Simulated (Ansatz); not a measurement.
# FH₂IOSi: small, medium and large basis sets

One table from this session's results is given with a row withheld; the runs are named, their logs left out.

Method: one geometry, several basis sets; program: Ansatz 0.2.0, Gaussian basis.

Levels to be run: PBE0-D4/def2-SVP; ωB97M-V/def2-SVP; PBE0-D4/def2-QZVPP; ωB97M-V/def2-QZVPP; the functionals' def2-TZVPP values are taken from earlier runs.

## The relaxed structure

An earlier PBE0-D4 in a triple-zeta def2 set relaxation fixed the geometry. I takes the def2 core potential; no spin-orbit term is included.

SMILES `O[SiH](F)I`, 6 atoms, charge 0, spin multiplicity 1.

Atoms are counted from 1 here; the program's logs count them from 0.

Bond lengths: O1–Si2 1.620 Å, O1–H5 0.959 Å, Si2–F3 1.588 Å, Si2–I4 2.429 Å, Si2–H6 1.468 Å. Angles: Si2–O1–H5 119.6°, O1–Si2–F3 111.1°, O1–Si2–I4 111.2°, O1–Si2–H6 107.9°, F3–Si2–I4 106.5°, F3–Si2–H6 108.7°, I4–Si2–H6 111.5°.

The first run:

Contents of in.yaml:

```yaml
crystal:
  periodic: [false, false, false]
  atoms:
    - {symbol: O, position_ang: [-0.893606, 0.553921, -0.830008]}
    - {symbol: Si, position_ang: [0.376044, 0.120131, 0.077553]}
    - {symbol: F, position_ang: [0.319706, 0.811344, 1.506216]}
    - {symbol: I, position_ang: [0.398457, -2.276502, 0.470395]}
    - {symbol: H, position_ang: [-1.752757, 0.164031, -0.658783]}
    - {symbol: H, position_ang: [1.594256, 0.563074, -0.611574]}
basis:
  gaussian: {orbitals: def2-SVP}
hamiltonian: {xc: pbe0, dispersion: d4}
output: {orbitals: {seedname: orbitals}}
```

Run with:

```bash
ansatz run in.yaml --threads 2 --pin off --events-out ev --progress --plain --max-ram 4352MiB
```

Steps of the session up to this table: PBE0-D4 in def2-SVP; ωB97M-V in def2-SVP; PBE0-D4 in def2-QZVPP; ωB97M-V in def2-QZVPP.

One of the session's tables, all rows but one given; the rest of the session is left out.

It belongs to the step «Functionals by basis». 

```
functional       basis  HOMO (eV)  LUMO (eV)
   PBE0-D4    def2-SVP      -7.95       0.01
   PBE0-D4  def2-TZVPP      -8.03      -0.21
   PBE0-D4  def2-QZVPP      -8.05      -0.31
   ωB97M-V    def2-SVP     -10.07       2.04
   ωB97M-V  def2-TZVPP     -10.17       1.66
   ωB97M-V  def2-QZVPP          ?          ?
```

**Question.** Estimate the row for ωB97M-V, def2-QZVPP.

**Answer.** HOMO (eV): -10.20; LUMO (eV): 1.39. In the column «HOMO (eV)» it is the lowest.
